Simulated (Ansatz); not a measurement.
**CH₄OSSi: a ladder of functionals and wavefunction methods**

An exercise on one series of results from a longer session: the logs are not shown, and one member is left open.

Computed with Ansatz 0.2.0, Gaussian basis. Level: functionals in def2-TZVPP, the program's frozen cores in correlated methods.

Levels to be run: LDA (SPW92), PBE-D4, revPBE-D4, BLYP-D4, r2SCAN-D4, B97M-V, PBE0-D4, B3LYP-D4, r2SCANh-D4, r2SCAN0-D4, HSE06-D4, BHLYP-D4, CAM-B3LYP-D4, LC-ωPBE, ωB97X-V, ωB97M-V, B2PLYP, PBE-QIDH; CCSD(T)/def2-SVP; CCSD(T)/def2-TZVPP; MP2/def2-QZVPP; extrapolation to the limit; RPA on PBE.

## The relaxed structure

The geometry comes from an earlier relaxation with PBE0-D4 in a triple-zeta def2 set; it is a stationary point, not always the lowest conformer.

SMILES `O[SiH]1CS1`, 8 atoms, charge 0, spin multiplicity 1.

Atoms are counted from 1 here; the program's logs count them from 0.

Bond lengths: O1–Si2 1.632 Å, O1–H5 0.960 Å, Si2–C3 1.830 Å, Si2–S4 2.076 Å, Si2–H6 1.471 Å, C3–S4 1.887 Å, C3–H7 1.086 Å, C3–H8 1.086 Å. Angles: Si2–O1–H5 117.2°, O1–Si2–C3 123.1°, O1–Si2–S4 121.8°, O1–Si2–H6 106.5°, C3–Si2–S4 57.4°, C3–Si2–H6 120.9°, S4–Si2–H6 120.8°, Si2–C3–S4 67.9°, Si2–C3–H7 121.5°, Si2–C3–H8 120.4°, S4–C3–H7 112.5°, S4–C3–H8 112.3°, H7–C3–H8 112.9°, Si2–S4–C3 54.7°.

Set-up of the first run:

The input, in.yaml:

```yaml
crystal:
  periodic: [false, false, false]
  atoms:
    - {symbol: O, position_ang: [-1.426146, 1.262550, -0.241095]}
    - {symbol: Si, position_ang: [0.088699, 0.725667, 0.043361]}
    - {symbol: C, position_ang: [0.486724, -1.036968, 0.330359]}
    - {symbol: S, position_ang: [1.117985, -0.429342, -1.341226]}
    - {symbol: H, position_ang: [-1.957024, 0.766554, -0.867944]}
    - {symbol: H, position_ang: [0.772827, 1.787914, 0.796287]}
    - {symbol: H, position_ang: [1.291666, -1.335982, 0.995613]}
    - {symbol: H, position_ang: [-0.282532, -1.797493, 0.228846]}
basis:
  gaussian: {orbitals: def2-TZVPP}
hamiltonian: {xc: lda}
output: {orbitals: {seedname: orbitals}}
```

Launch:

```console
$ ansatz run in.yaml --threads 2 --pin off --events-out ev --progress --plain --max-ram 4352MiB
```

Among the steps run: LDA; PBE-D4 (GGA); revPBE-D4 (GGA); BLYP-D4 (GGA); r2SCAN-D4 (meta-GGA); B97M-V (meta-GGA); PBE0-D4 (hybrid); B3LYP-D4 (hybrid); r2SCANh-D4 (hybrid); r2SCAN0-D4 (hybrid); HSE06-D4 (hybrid); BHLYP-D4 (hybrid); CAM-B3LYP-D4 (range-separated); LC-ωPBE (range-separated); ωB97X-V (range-separated); ωB97M-V (range-separated); B2PLYP (double hybrid); PBE-QIDH (double hybrid).

One table of the session follows, with a row left open; its other results are not shown here.

It belongs to the step «Frontier levels by functional». 

| functional | HOMO (eV) | gap (eV) |
| --- | --- | --- |
| LDA (SPW92) | -6.00 | 5.02 |
| PBE-D4 | -5.88 | 5.09 |
| revPBE-D4 | -5.83 | 5.12 |
| BLYP-D4 | -5.70 | 4.99 |
| r2SCAN-D4 | -6.13 | 5.66 |
| B97M-V | -6.22 | 5.68 |
| PBE0-D4 | -7.09 | 7.26 |
| B3LYP-D4 | -6.83 | 6.72 |
| r2SCANh-D4 | ? | ? |
| r2SCAN0-D4 | -7.26 | 7.65 |
| HSE06-D4 | -6.69 | 6.48 |
| BHLYP-D4 | -8.15 | 9.20 |
| CAM-B3LYP-D4 | -8.39 | 9.55 |
| LC-ωPBE | -9.81 | 12.25 |
| ωB97X-V | -9.44 | 11.70 |
| ωB97M-V | -9.27 | 11.20 |

Q: Estimate the row for r2SCANh-D4 from the others.

Worked estimate for «HOMO (eV)». Against the share of exact exchange, r2SCAN-D4 (0, -6.13), r2SCAN0-D4 (0.25, -7.26) give a slope of -4.52 per unit share; at 0.1 the line stands at -6.58.

As computed: HOMO (eV): -6.58; gap (eV): 6.46. In «HOMO (eV)» the line misses by 0.00.
